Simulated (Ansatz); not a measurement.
# H₆NO₂ScSi: basis-set convergence

An exercise on one series of results from a longer session: the logs are not shown, and one member is left open.

Program: Ansatz 0.2.0, Gaussian basis. Level of theory: one geometry, several basis sets. These are calculated values, not measurements.

Levels to be run: PBE0-D4/def2-SVP; ωB97M-V/def2-SVP; PBE0-D4/def2-QZVPP; ωB97M-V/def2-QZVPP; the functionals' def2-TZVPP values are taken from earlier runs.

### The relaxed structure

All runs share one geometry, relaxed beforehand with PBE0-D4 in a triple-zeta def2 set.

SMILES `[NH2][Sc]([OH])[O][SiH3]`, 11 atoms, charge 0, spin multiplicity 1.

Atoms are counted from 1 here; the program's logs count them from 0.

Bond lengths: N1–Sc2 1.980 Å, N1–H6 1.012 Å, N1–H7 1.012 Å, Sc2–O3 1.868 Å, Sc2–O4 1.906 Å, O3–H8 0.952 Å, O4–Si5 1.624 Å, Si5–H9 1.490 Å, Si5–H10 1.491 Å, Si5–H11 1.490 Å. Angles: Sc2–N1–H6 126.2°, Sc2–N1–H7 126.3°, H6–N1–H7 107.5°, N1–Sc2–O3 116.8°, N1–Sc2–O4 117.2°, O3–Sc2–O4 125.9°, Sc2–O3–H8 167.4°, Sc2–O4–Si5 177.0°, O4–Si5–H9 110.7°, O4–Si5–H10 111.0°, O4–Si5–H11 110.8°, H9–Si5–H10 108.0°, H9–Si5–H11 108.1°, H10–Si5–H11 108.0°.

Coordinates:

```
N     0.1450    1.2181    2.2102
Sc    0.4417   -0.2813    0.9516
O     1.3499   -1.7730    1.6158
O    -0.2250   -0.0762   -0.8225
Si   -0.7678    0.0203   -2.3500
H    -0.3280    2.0886    2.0027
H     0.4377    1.2543    3.1783
H     1.7844   -2.6078    1.7609
H    -2.2164   -0.3235   -2.4176
H    -0.0284   -0.9185   -3.2412
H    -0.5930    1.3990   -2.8883
```

Set-up of the first run:

File in.yaml:

```yaml
crystal:
  periodic: [false, false, false]
  atoms:
    - {symbol: N, position_ang: [0.145016, 1.218054, 2.210213]}
    - {symbol: Sc, position_ang: [0.441669, -0.281348, 0.951597]}
    - {symbol: O, position_ang: [1.349888, -1.773004, 1.615777]}
    - {symbol: O, position_ang: [-0.225038, -0.076192, -0.822508]}
    - {symbol: Si, position_ang: [-0.767775, 0.020291, -2.349975]}
    - {symbol: H, position_ang: [-0.328023, 2.088649, 2.002745]}
    - {symbol: H, position_ang: [0.437696, 1.254324, 3.178268]}
    - {symbol: H, position_ang: [1.784443, -2.607829, 1.760931]}
    - {symbol: H, position_ang: [-2.216447, -0.323474, -2.417594]}
    - {symbol: H, position_ang: [-0.028412, -0.918499, -3.241172]}
    - {symbol: H, position_ang: [-0.593028, 1.399019, -2.888273]}
basis:
  gaussian: {orbitals: def2-SVP}
hamiltonian: {xc: pbe0, dispersion: d4}
output: {orbitals: {seedname: orbitals}}
```

Launch:

```
$ ansatz run in.yaml --threads 2 --pin off --events-out ev --progress --plain --max-ram 32768MiB --backend cpu
```

Among the steps run: PBE0-D4 in def2-SVP; ωB97M-V in def2-SVP; PBE0-D4 in def2-QZVPP; ωB97M-V in def2-QZVPP.

One of the session's tables, all rows but one given; the rest of the session is left out.

It belongs to the step «Density functionals: the series». 

```
functional       basis  HOMO (eV)  LUMO (eV)
   PBE0-D4    def2-SVP      -6.70      -1.27
   PBE0-D4  def2-TZVPP      -7.09      -1.53
   PBE0-D4  def2-QZVPP          ?          ?
   ωB97M-V    def2-SVP      -9.08       0.05
   ωB97M-V  def2-TZVPP      -9.48      -0.10
   ωB97M-V  def2-QZVPP      -9.50      -0.20
```

Estimate the missing values for PBE0-D4, def2-QZVPP.

**Answer.** HOMO (eV): -7.12; LUMO (eV): -1.54. In the column «HOMO (eV)» it lies between ωB97M-V, def2-SVP (-9.08) and PBE0-D4, def2-TZVPP (-7.09).
